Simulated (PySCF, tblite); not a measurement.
**C4H9ClO2S: geometry, infrared bands and NMR shifts**

Wanted: the infrared bands and NMR shifts of C4H9ClO2S (`CC(C)(C)S(=O)(=O)Cl`), by calculation.

The runs use tblite 0.8.0 and PySCF 2.14.0, with density-fitted response routines of our own; the level of theory stands in each step. All values are computed, except where a source is named. Atoms are numbered from 0 throughout.

## Step 1: The molecule as given

17 atoms, charge 0, multiplicity 1; geometry from: force field or distance geometry start.

Bonds of the start (Å): C0–C1 1.55, C1–C2 1.52, C1–C3 1.54, C1–S4 1.81, S4–O5 1.46, S4–O6 1.44, S4–Cl7 2.06, C0–H8 1.10, C0–H9 1.11, C0–H10 1.08, C2–H11 1.10, C2–H12 1.09, C2–H13 1.10, C3–H14 1.09, C3–H15 1.10, C3–H16 1.08.

## Step 2: Relaxing the molecule with GFN2-xTB

What the job is given:

```
{"job": {"kind": "relax", "xc": "GFN2-xTB", "basis": "xTB"}, "charge": 0, "multiplicity": 1}
C     -0.050200    -0.638500     1.409200
C     -0.051900    -0.080900    -0.032000
C     -1.376600    -0.411700    -0.699700
C      1.095700    -0.722400    -0.825700
S      0.156600     1.720500     0.014800
O      0.319800     2.203300    -1.352100
O     -0.836200     2.301900     0.886400
Cl     1.954200     2.146000     0.922500
H     -0.206700    -1.724000     1.414400
H     -0.865500    -0.187400     2.009700
H      0.881900    -0.436800     1.925900
H     -1.561800    -1.492400    -0.744900
H     -1.418500    -0.022100    -1.718600
H     -2.221400     0.042100    -0.165400
H      0.970100    -1.808900    -0.869400
H      2.067200    -0.530600    -0.344800
H      1.136300    -0.346000    -1.840400
```

Started as:

```
$ OMP_NUM_THREADS=1 python probes_run.py task.json out
```

The driver reads the jobs from task.json and runs them one after another.

**Question.** This job is followed by: GFN2-xTB harmonic vibrations, gas phase; GIAO PBE0/pcSseg-1 NMR shielding, non-relativistic, gas phase. What will the session give for the following? strongest single infrared mode (GFN2-xTB); zero-point energy (GFN2-xTB); 13C shifts against TMS (PBE0/pcSseg-1, means over atoms taken as alike); 1H shifts against TMS (PBE0/pcSseg-1, means over atoms taken as alike); 33S shifts against CS2 (PBE0/pcSseg-1); 17O shifts against H2O (PBE0/pcSseg-1, means over atoms taken as alike); 35Cl shifts against HCl (PBE0/pcSseg-1).

As calculated:

| quantity | value |
| --- | --- |
| strongest single infrared mode (GFN2-xTB) | 1125 cm⁻¹, 306 km/mol |
| zero-point energy (GFN2-xTB) | 81.7 kcal/mol |
| 13C shifts against TMS (PBE0/pcSseg-1, means over atoms taken as alike) | 79.0, 23.6 ppm |
| 1H shifts against TMS (PBE0/pcSseg-1, means over atoms taken as alike) | 1.58 ppm |
| 33S shifts against CS2 (PBE0/pcSseg-1) | 390 ppm |
| 17O shifts against H2O (PBE0/pcSseg-1, means over atoms taken as alike) | 278.2 ppm |
| 35Cl shifts against HCl (PBE0/pcSseg-1) | 492 ppm |

Relaxing lowered the energy by 0.246 eV in 41 steps; the close pair that moved most is C0–C1, from 1.545 to 1.510 Å. All 45 modes are real, so the xTB geometry is a minimum. The strongest single mode, at 1125 cm⁻¹, is carried by O6, O5, S4. GFN2-xTB is a fitted tight-binding method: band positions and strengths are rough. Its intensities can rank the bands wrongly. At PBE0/pcSseg-1: The largest span, 910 ppm, is at Cl7, where the paramagnetic term is -689 ppm.
